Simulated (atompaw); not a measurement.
# A PAW (atompaw) potential for Sb, from input to tests

Do these settings give a usable potential? It is generated, then checked for scattering, ghosts and hardness.

The numbers are computed with atompaw 4.2.0.5 (PBE, scalar-relativistic, spin-unpolarised reference atom).

## (1) The atom and the settings

The settings as typed:

| Item | Value |
| --- | --- |
| element | antimony (Sb, Z = 51) |
| type | PAW |
| frozen core | [Ar] 3d10 |
| valence charge | 23 |
| reference configuration | 4s2 4p6 4d10 5s2 5p3 |
| partial waves | 4s (bound): rc 1.02 bohr; 5s (bound): rc 1.50 bohr; 4p (bound): rc 1.32 bohr; 5p (bound): rc 1.50 bohr; 4d (bound): rc 1.50 bohr; 4d channel at -1.2 Ry: rc 1.50 bohr; 4f channel at 0.5 Ry: rc 1.50 bohr; 4f channel at 0.85 Ry: rc 1.50 bohr |
| local potential | troulliermartins scheme with l = 4 at 0 Ry, radius 1.36 bohr |
| core correction | smooth core density matched at 1.46 bohr |
| augmentation charge | besselshape compensation charge, radius 1.36 bohr; PAW radius 1.50 bohr; waves and projectors: custom polynom vanderbiltortho |

The outer shells as boxes (Hund's rule for the drawing; the calculation is spin-unpolarised):

```
[Ar] core
3d [↑↓][↑↓][↑↓][↑↓][↑↓]
4s [↑↓]
4p [↑↓][↑↓][↑↓]
4d [↑↓][↑↓][↑↓][↑↓][↑↓]
5s [↑↓]
5p [↑ ][↑ ][↑ ]
```

The nodes and maxima of the atom's own shells, from an earlier all-electron run, set the scale for the radii.

All-electron outer shells of the reference configuration (PBE, scalar-relativistic, ld1.x):

| shell | level (eV) | outermost node (bohr) | outermost maximum (bohr) |
| --- | --- | --- | --- |
| 3p | -750.40 | 0.13 | 0.29 |
| 3d | -515.87 | – | 0.24 |
| 4s | -148.83 | 0.39 | 0.73 |
| 4p | -101.79 | 0.39 | 0.76 |
| 4d | -33.51 | 0.38 | 0.84 |
| 5s | -12.83 | 0.95 | 1.90 |
| 5p | -4.83 | 1.04 | 2.35 |

## (2) Generation

Contents of Sb.input:

```
Sb 51
GGA-PBE scalarrelativistic loggrid 1500 logderivrange -13 5 451
5 5 4 0 0 0
5 1 3
0 0 0
c
c
c
v
v
c
c
v
v
c
v
3
1.50 1.36 1.36 1.46
n
n
y
-1.2
n
y
0.5
y
0.85
n
custom polynom vanderbiltortho besselshape
4 0 troulliermartins
1.02
1.50
1.32
1.50
1.50
1.50
1.50
1.50
PWSCFOUT
UPFDX 0.0125d0 UPFXMIN -7.d0 UPFZMESH 51.d0
END
```

Launch:

```bash
$ atompaw < Sb.input > Sb.log
```

**Question.** What will these runs give? Wanted: cutoffs for 10 and 1 mRy, occupied levels; bound ghosts; largest phase difference near zero energy, channels read; lowest eigenvalue of the overlap; share of valence orbitals outside the PAW sphere; UPF file.

**Answer**, as computed:

| quantity | value |
| --- | --- |
| cutoffs for 10 and 1 mRy, occupied levels | 80 Ry and 140 Ry |
| bound ghosts | none found |
| largest phase difference near zero energy, channels read | 0.007 rad |
| lowest eigenvalue of the overlap (Bessel basis) | 0.683 (s) |
| share of valence orbitals outside the PAW sphere | 4s 1 %, 5s 84 %, 4p 3 %, 5p 94 %, 4d 13 % |
| UPF file | written |

The potential is hard: the looser tolerance needs 80 Ry. The Bessel-basis test finds no level below the valence levels. Near zero energy the phases of the channels with partial waves agree within 0.007 rad.
